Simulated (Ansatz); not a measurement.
## CdF in Ansatz: convergence with k mesh

CdF:

```
CELL_PARAMETERS angstrom
0.00000 2.53120 2.53120
2.53120 0.00000 2.53120
2.53120 2.53120 0.00000
ATOMIC_POSITIONS crystal
Cd 0.00000 0.00000 0.00000
F 0.50000 0.50000 0.50000
```

The cell was built by a generator and needn't be a form met in nature.

- Program: Ansatz 0.2.0
- Task: convergence study
- Functional: PBE
- Potentials or basis: Ansatz PAW
- Cutoff: 420 eV (not typed: the program's choice for these potentials)
- k mesh: 3 × 3 × 3
- Occupations: fermi-dirac, width 0.05 eV
- Spin: spin-orbit coupling, no magnetisation

These are the settings of the first run; the series varies k mesh, with any setting tied to it.

Hardware: 2 threads of Arm Neoverse V2, with other jobs on the host.

The values tried are 3 × 3 × 3, 4 × 4 × 4, 5 × 5 × 5, 7 × 7 × 7, 8 × 8 × 8, 10 × 10 × 10, 12 × 12 × 12, 15 × 15 × 15, loosest first. From which on does the pressure stay within 0.1 GPa of the tightest run that finished?

From 8 × 8 × 8 on.

```csv
k mesh,"energy less the tightest run, at zero smearing (meV/atom)",pressure (GPa),SCF cycles,CPU time (s),peak memory (GiB)
3 × 3 × 3,-80.68,3.27,9,1.1,0.3
4 × 4 × 4,54.07,5.41,9,1.6,0.31
5 × 5 × 5,-30.58,3.91,9,1.8,0.32
7 × 7 × 7,-13.85,4.20,9,3.1,0.35
8 × 8 × 8,10.35,4.57,10,4.4,0.37
10 × 10 × 10,5.40,4.55,9,6.1,0.4
12 × 12 × 12,2.63,4.52,9,9.5,0.43
15 × 15 × 15,0.00,4.48,9,16,0.49
```

Not settled before the last step: the energy (to 1 meV/atom). Meshes of other sizes hit other points, so gaps and Fermi surfaces needn't settle smoothly. The tightest run that finished is the yardstick and may itself not be fully converged.

Caveat, for the tightest run too: the pressure holds a Pulay correction of +0.4 GPa for the finite cutoff.
